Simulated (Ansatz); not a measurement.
From input file to script: Br2Mg, SMILES [Br][Mg][Br] in Ansatz 0.2.0.

```yaml
crystal:
  periodic: [false, false, false]
  atoms:
    - { symbol: Br, position_ang: [-2.0505, 0.9508, -1.0273] }
    - { symbol: Mg, position_ang: [-0.0114, -0.009, -0.0043] }
    - { symbol: Br, position_ang: [2.0509, -1.0065, 1.0183] }
accuracy: medium
basis:
  gaussian:
    orbitals: def2-SVP
hamiltonian:
  xc: pbe
md:
  timestep: 0.5
  n_steps: 40
  ensemble: nve
  temperature: 800.0
  initial_velocities: maxwell_boltzmann
  seed: 40
```

Run as a notebook:

In [1]:
```python
import ansatz as az
import numpy as np
```

In [2]:
```python
geometry_ang = [
    ("Br", (-2.0505, 0.9508, -1.0273)),
    ("Mg", (-0.0114, -0.009, -0.0043)),
    ("Br", (2.0509, -1.0065, 1.0183)),
]
br2mg = az.Crystal.molecule()
for symbol, xyz in geometry_ang:
    br2mg = br2mg.atom(symbol, xyz)
```

In [3]:
```python
model = br2mg.calculation()
model = model.basis(gaussian="def2-SVP")
model = model.functional("PBE").accuracy("medium")
model = model.md("nve", timestep=0.5, steps=40, temperature=800, initial_velocities="maxwell_boltzmann", seed=40)
frames = []
outcome = model.session().plan().execute(on_event=lambda e: frames.append(e["data"]) if e["event"] == "md_step" else None)
print("t (fs)   E_pot (eV)      E_kin (eV)   T (K)   d(0-1) (A)")
for f in frames[::2]:
    xyz = np.array(f["positions_ang"])
    print(f"{f['time_fs']:6.2f} {f['lagrangian_ev']:14.5f} {f['e_kin_ev']:10.5f} {f['temperature_k']:8.1f} {np.linalg.norm(xyz[0] - xyz[1]):9.4f}")
kept = np.array([f["conserved_ev"] for f in frames])
print(f"conserved energy moves by at most {1000 * np.ptp(kept):.3f} meV")
symbols = [site.symbol for site in br2mg.cartesian_sites]
with open("last_frame.xyz", "w") as handle:
    handle.write(f"{len(symbols)}\nt = {frames[-1]['time_fs']} fs\n")
    handle.writelines("{:2s} {:10.5f} {:10.5f} {:10.5f}\n".format(s, *xyz) for s, xyz in zip(symbols, frames[-1]["positions_ang"]))
```
```text
t (fs)   E_pot (eV)      E_kin (eV)   T (K)   d(0-1) (A)
  0.00  -145497.67931    0.10341    800.0    2.4750
  1.00  -145497.68072    0.10482    810.9    2.4805
  2.00  -145497.68196    0.10606    820.5    2.4860
  3.00  -145497.68300    0.10710    828.6    2.4914
  4.00  -145497.68384    0.10795    835.1    2.4967
  5.00  -145497.68449    0.10859    840.1    2.5019
  6.00  -145497.68494    0.10904    843.6    2.5068
  7.00  -145497.68521    0.10932    845.7    2.5115
  8.00  -145497.68533    0.10943    846.6    2.5160
  9.00  -145497.68531    0.10942    846.5    2.5203
 10.00  -145497.68520    0.10931    845.6    2.5242
 11.00  -145497.68503    0.10914    844.3    2.5278
 12.00  -145497.68485    0.10896    842.9    2.5310
 13.00  -145497.68471    0.10881    841.8    2.5338
 14.00  -145497.68465    0.10876    841.4    2.5363
 15.00  -145497.68474    0.10885    842.1    2.5382
 16.00  -145497.68503    0.10914    844.3    2.5398
 17.00  -145497.68558    0.10969    848.6    2.5408
 18.00  -145497.68645    0.11056    855.3    2.5413
 19.00  -145497.68768    0.11179    864.9    2.5414
 20.00  -145497.68933    0.11344    877.6    2.5408
conserved energy moves by at most 0.010 meV
```

Notes:
- The settings weren't tested for convergence.
- The trajectory is only some femtoseconds long, so its temperature is not equilibrated; where the script doesn't relax first, it starts from a rough generated geometry.
- The temperature counts the internal degrees of freedom alone.
- Run time: 60 s on 1 thread of Intel(R) Xeon(R) Platinum 8375C CPU @ 2.90GHz (Ice Lake), with other jobs on the host, peak memory 0.22 GiB.

(Lines on the test bed's own set-up are left out of the output.)
